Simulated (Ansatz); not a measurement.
# H8N2OSi2: small, medium and large basis sets

Aim: see how fast density functionals converge with the basis set for H8N2OSi2.

Computed with Ansatz 0.2.0, Gaussian basis. Level: one geometry, several basis sets.

The runs, in order: PBE0-D4/def2-SVP; ωB97M-V/def2-SVP; PBE0-D4/def2-QZVPP; ωB97M-V/def2-QZVPP; the functionals' def2-TZVPP values are taken from earlier runs.

## (1) Structure used throughout

All runs share one geometry, relaxed beforehand with PBE0-D4 in a triple-zeta def2 set.

SMILES `N[SiH](O)N[SiH3]`, 13 atoms, charge 0, spin multiplicity 1.

Atoms are counted from 1 here; the program's logs count them from 0.

Bond lengths: N1–Si2 1.705 Å, N1–H6 1.007 Å, N1–H7 1.007 Å, Si2–O3 1.648 Å, Si2–N4 1.719 Å, Si2–H8 1.479 Å, O3–H9 0.959 Å, N4–Si5 1.728 Å, N4–H10 1.009 Å, Si5–H11 1.489 Å, Si5–H12 1.487 Å, Si5–H13 1.487 Å. Angles: Si2–N1–H6 121.9°, Si2–N1–H7 121.0°, H6–N1–H7 111.9°, N1–Si2–O3 119.2°, N1–Si2–N4 106.5°, N1–Si2–H8 106.5°, O3–Si2–N4 106.0°, O3–Si2–H8 102.8°, N4–Si2–H8 116.5°, Si2–O3–H9 117.9°, Si2–N4–Si5 127.2°, Si2–N4–H10 116.3°, Si5–N4–H10 115.9°, N4–Si5–H11 111.2°, N4–Si5–H12 107.5°, N4–Si5–H13 113.2°, H11–Si5–H12 108.6°, H11–Si5–H13 107.3° and more.

## (2) PBE0-D4 in def2-SVP

in.yaml reads:

```yaml
crystal:
  periodic: [false, false, false]
  atoms:
    - {symbol: N, position_ang: [-1.344878, -0.339060, 1.864606]}
    - {symbol: Si, position_ang: [-1.033323, -0.191058, 0.194993]}
    - {symbol: O, position_ang: [-0.763339, -1.551115, -0.694769]}
    - {symbol: N, position_ang: [0.389903, 0.761903, 0.046802]}
    - {symbol: Si, position_ang: [1.577097, 0.676712, -1.205446]}
    - {symbol: H, position_ang: [-0.616610, -0.557213, 2.524619]}
    - {symbol: H, position_ang: [-2.251396, -0.621028, 2.199368]}
    - {symbol: H, position_ang: [-2.262836, 0.360333, -0.415428]}
    - {symbol: H, position_ang: [-0.005207, -2.092150, -0.467282]}
    - {symbol: H, position_ang: [0.470814, 1.545604, 0.677548]}
    - {symbol: H, position_ang: [2.231935, -0.660274, -1.235159]}
    - {symbol: H, position_ang: [2.610199, 1.705799, -0.914053]}
    - {symbol: H, position_ang: [1.018139, 0.926746, -2.560899]}
basis:
  gaussian: {orbitals: def2-SVP}
hamiltonian: {xc: pbe0, dispersion: d4}
output: {orbitals: {seedname: orbitals}}
```

Run with:

```console
ansatz run in.yaml --threads 4 --pin off --events-out ev --progress --plain --max-ram 10444MiB
```

The runs that follow: ωB97M-V in def2-SVP; PBE0-D4 in def2-QZVPP; ωB97M-V in def2-QZVPP.

Q: Predict the results of all the runs planned. Wanted: PBE0-D4: double and triple zeta above quadruple; ωB97M-V: double and triple zeta above quadruple.

The runs gave:

| quantity | value |
| --- | --- |
| PBE0-D4: double and triple zeta above quadruple | 13.11, 0.88 eV |
| ωB97M-V: double and triple zeta above quadruple | 13.28, 0.82 eV |

**Reading.** PBE0-D4 gains 12.23 eV from double to triple zeta, then 0.88 eV more. Total energies overstate the basis error of differences, where much of it tends to cancel. The LUMO of ωB97M-V is positive and keeps falling with the basis (2.69 to 1.32 eV): an unbound level that the basis holds in place.
